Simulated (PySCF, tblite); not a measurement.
# C3H8N4SSi2: geometry, infrared bands and NMR shifts

What infrared bands and NMR shifts should C3H8N4SSi2 (`CS[Si@@](N)(C#N)N[SiH2]C#N`) show?

The runs use tblite 0.8.0 and PySCF 2.14.0, with density-fitted response routines of our own; the level of theory stands in each step. All values are computed, except where a source is named. Atoms are numbered from 0 throughout.

### 1 Starting geometry

18 atoms, charge 0, multiplicity 1; geometry from: force field or distance geometry start.

Bonds of the start (Å): C0–S1 1.82, S1–Si2 2.12, Si2–N3 1.82, Si2–C4 1.81, C4–N5 1.15, Si2–N6 1.77, N6–Si7 1.76, Si7–C8 1.82, C8–N9 1.17, C0–H10 1.11, C0–H11 1.10, C0–H12 1.12, N3–H13 1.05, N3–H14 1.05, N6–H15 1.03, Si7–H16 1.48, Si7–H17 1.48.

### 2 Optimising the geometry with GFN2-xTB

What the job is given:

```
{"job": {"kind": "relax", "xc": "GFN2-xTB", "basis": "xTB"}, "charge": 0, "multiplicity": 1}
C      3.076500     0.924300    -0.188400
S      1.865700     0.378800     1.055400
Si     0.298700    -0.616000     0.035700
N      0.039500     0.250500    -1.538600
C      0.742200    -2.341600    -0.299100
N      1.033600    -3.428700    -0.540500
N     -1.240400    -0.621900     0.903700
Si    -2.557300    -0.498600    -0.250500
C     -2.977700     1.218500    -0.670900
N     -3.236900     2.328100    -0.941400
H      3.360400     0.036100    -0.791700
H      3.950500     1.423600     0.258500
H      2.565600     1.672400    -0.849900
H      0.944200     0.681400    -1.859200
H     -0.652400     1.030200    -1.448900
H     -1.303400    -0.052100     1.761000
H     -2.140300    -1.239800    -1.467100
H     -3.777100    -1.138900     0.290900
```

On the command line:

```
$ OMP_NUM_THREADS=1 python probes_run.py task.json out
```

The driver reads the jobs from task.json and runs them one after another.

**Question.** This job is followed by: GFN2-xTB harmonic vibrations, gas phase; GIAO PBE0/pcSseg-1 NMR shielding, non-relativistic, gas phase. Predict these results of the whole session: strongest single infrared mode (GFN2-xTB); zero-point energy (GFN2-xTB); ¹³C shifts against TMS (PBE0/pcSseg-1); ¹H shifts against TMS (PBE0/pcSseg-1, means over atoms taken as alike); ³³S shifts against CS2 (PBE0/pcSseg-1); ²⁹Si shifts against TMS (PBE0/pcSseg-1); ¹⁵N shifts against NH3 (PBE0/pcSseg-1).

As calculated:

```
                                                              quantity                             value
                             strongest single infrared mode (GFN2-xTB)             1191 cm⁻¹, 383 km/mol
                                          zero-point energy (GFN2-xTB)                     70.9 kcal/mol
                                ¹³C shifts against TMS (PBE0/pcSseg-1)            128.3, 124.9, 12.9 ppm
¹H shifts against TMS (PBE0/pcSseg-1, means over atoms taken as alike)  5.20, 5.03, 2.28, 2.26, 0.65 ppm
                                ³³S shifts against CS2 (PBE0/pcSseg-1)                          -161 ppm
                               ²⁹Si shifts against TMS (PBE0/pcSseg-1)                  -36.5, -64.1 ppm
                                ¹⁵N shifts against NH3 (PBE0/pcSseg-1)      363.4, 353.0, 43.4, 30.7 ppm
```

Over 282 steps the energy fell by 0.950 eV; of the close pairs, Si2–N3 changed most, 1.816 to 1.706 Å. The lowest mode is imaginary (140i cm⁻¹), so the xTB geometry is not a minimum. The strongest single mode, at 1191 cm⁻¹, moves mainly H15. GFN2-xTB is a fitted tight-binding method: band positions and strengths are rough. Its intensities can rank the bands wrongly.
